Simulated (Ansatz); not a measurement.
# ClF₂H₃Si₂: basis-set convergence

One table from this session's results is given with a row withheld; the runs are named, their logs left out.

Program: Ansatz 0.2.0, Gaussian basis. Level of theory: one geometry, several basis sets. These are calculated values, not measurements.

Plan: PBE0-D4/def2-SVP; ωB97M-V/def2-SVP; PBE0-D4/def2-QZVPP; ωB97M-V/def2-QZVPP; the functionals' def2-TZVPP values are taken from earlier runs.

## The geometry

The geometry comes from an earlier relaxation with PBE0-D4 in a triple-zeta def2 set; it is a stationary point, not always the lowest conformer.

SMILES `F[Si](F)([SiH3])Cl`, 8 atoms, charge 0, spin multiplicity 1.

Atoms are counted from 1 here; the program's logs count them from 0.

Bond lengths: F1–Si2 1.585 Å, Si2–F3 1.585 Å, Si2–Si4 2.330 Å, Si2–Cl5 2.034 Å, Si4–H6 1.484 Å, Si4–H7 1.484 Å, Si4–H8 1.484 Å. Angles: F1–Si2–F3 106.4°, F1–Si2–Si4 111.5°, F1–Si2–Cl5 107.7°, F3–Si2–Si4 111.5°, F3–Si2–Cl5 107.7°, Si4–Si2–Cl5 111.9°, Si2–Si4–H6 108.3°, Si2–Si4–H7 109.5°, Si2–Si4–H8 108.3°, H6–Si4–H7 110.3°, H6–Si4–H8 110.2°, H7–Si4–H8 110.3°.

As a file:

```
F     1.6444   -0.5984    1.4326
Si    1.0885   -0.2520   -0.0108
F     1.4320   -1.4952   -0.9322
Si   -1.2032    0.1672    0.0360
Cl    2.1386    1.3433   -0.7102
H    -1.4448    1.3330    0.9218
H    -1.9151   -1.0283    0.5531
H    -1.6484    0.4734   -1.3461
```

The first run:

Contents of in.yaml:

```yaml
crystal:
  periodic: [false, false, false]
  atoms:
    - {symbol: F, position_ang: [1.644445, -0.598374, 1.432560]}
    - {symbol: Si, position_ang: [1.088520, -0.252015, -0.010833]}
    - {symbol: F, position_ang: [1.432039, -1.495196, -0.932189]}
    - {symbol: Si, position_ang: [-1.203194, 0.167240, 0.036001]}
    - {symbol: Cl, position_ang: [2.138633, 1.343271, -0.710164]}
    - {symbol: H, position_ang: [-1.444837, 1.333042, 0.921835]}
    - {symbol: H, position_ang: [-1.915056, -1.028319, 0.553100]}
    - {symbol: H, position_ang: [-1.648450, 0.473352, -1.346109]}
basis:
  gaussian: {orbitals: def2-SVP}
hamiltonian: {xc: pbe0, dispersion: d4}
output: {orbitals: {seedname: orbitals}}
```

Run with:

```bash
ansatz run in.yaml --threads 4 --pin off --events-out ev --progress --plain --max-ram 10444MiB
```

Steps of the session up to this table: PBE0-D4 in def2-SVP; ωB97M-V in def2-SVP; PBE0-D4 in def2-QZVPP; ωB97M-V in def2-QZVPP.

One table of the session follows, with a row left open; its other results are not shown here.

It belongs to the step «Functionals by basis». 

```
functional       basis  HOMO (eV)  LUMO (eV)
   PBE0-D4    def2-SVP      -8.97      -0.16
   PBE0-D4  def2-TZVPP          ?          ?
   PBE0-D4  def2-QZVPP      -9.04      -0.49
   ωB97M-V    def2-SVP     -10.99       1.78
   ωB97M-V  def2-TZVPP     -11.07       1.43
   ωB97M-V  def2-QZVPP     -11.10       1.27
```

Q: Estimate the row for PBE0-D4, def2-TZVPP from the others.

As computed: HOMO (eV): -9.02; LUMO (eV): -0.43. In the column «HOMO (eV)» it lies between PBE0-D4, def2-QZVPP (-9.04) and PBE0-D4, def2-SVP (-8.97).
